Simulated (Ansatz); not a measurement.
Ba3Y:

```
Ba Y
1.0
    -2.95599    2.95599    5.93380
     2.95599   -2.95599    5.93380
     2.95599    2.95599   -5.93380
Ba Y
3 1
Cartesian
  0.0000 0.0000 5.9338
  2.9560 0.0000 2.9669
  0.0000 2.9560 2.9669
  0.0000 0.0000 0.0000
```

The cell comes from a database or a generator and needn't be the stable form of this composition.

- Program: Ansatz 0.2.0
- Task: single point
- Functional: PBE
- Potentials or basis: Ansatz PAW
- Cutoff: 420 eV (not typed: the program's choice for these potentials)
- k mesh: 7 × 7 × 7
- Occupations: fermi-dirac, width 0.05 eV
- Spin: no spin polarisation

On this cell: pressure -0.1 GPa; largest force under 0.003 eV/Å; band gap on the k mesh none (metal or under the smearing width).

The same run follows on a disturbed copy (atoms moved at random, drawn with an rms of 0.05 Å):

```
CELL_PARAMETERS angstrom
-2.95599 2.95599 5.93380
2.95599 -2.95599 5.93380
2.95599 2.95599 -5.93380
ATOMIC_POSITIONS crystal
Ba 0.49756 0.50037 0.99748
Ba 0.25315 0.75023 0.50213
Ba 0.74737 0.24553 0.49585
Y 0.00881 0.99777 0.00656
```

Q: What changes?

A: The energy (extrapolated to zero smearing) moves by +0.9 meV/atom; pressure -0.1 GPa; largest force 0.092 eV/Å; band gap on the k mesh none (metal or under the smearing width).

Forces in eV/Å, atoms in the order of the input:
```
Ba  -0.019  0.060 -0.015
Ba  -0.017 -0.014 -0.007
Ba   0.024  0.045  0.032
Y    0.012 -0.090 -0.010
```

Stress tensor (GPa, compression positive):
```
-0.04  0.00  0.01
 0.00 -0.07 -0.02
 0.01 -0.02 -0.15
```
